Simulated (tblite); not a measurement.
# B4H7N3O3: the cost of one run

Programs: tblite 0.8.0 and PySCF 2.14.0. All values are calculated, for the isolated system unless a continuum is named. Atoms count from 0, parts from 1.

### Step 1. The system as given

17 atoms, charge 0, multiplicity 1; geometry: distance geometry start.

### Step 2. Relaxing the cluster with GFN2-xTB

The job: settings as JSON, then the geometry in Å.

```
{"job": {"kind": "relax", "xc": "GFN2-xTB", "basis": "xTB"}, "charge": 0, "multiplicity": 1}
B     -0.949168     0.892553     0.125339
N     -2.240646     1.237063     0.891156
B     -3.270974     0.110587     1.053337
N     -2.725077    -1.289497     1.447867
B     -1.209141    -1.500335     1.172460
N     -0.586389    -0.627458     0.072966
O     -0.487613    -1.185124    -1.169965
B      0.627864    -2.056488    -1.646909
O      0.525447    -3.527198    -1.299356
O      2.005264    -1.483153    -1.564195
H     -0.074137     1.611869     0.211093
H     -2.131239     1.851263     1.706842
H     -4.271624     0.422013     1.529423
H     -3.355834    -2.080364     1.256098
H     -0.567555    -1.704965     2.105286
H      0.294741    -3.855254    -0.413595
H      2.335717    -0.907295    -0.841221
```

Level: GFN2-xTB geometry optimisation, gas phase.

Run with:

```console
> OMP_NUM_THREADS=1 python cluster_run.py task.json out
```

This one command runs all jobs of the session in turn.

Q: Estimate the wall time of this first job on 1 thread of Arm Neoverse V1, shared host.

About 4.2 s.
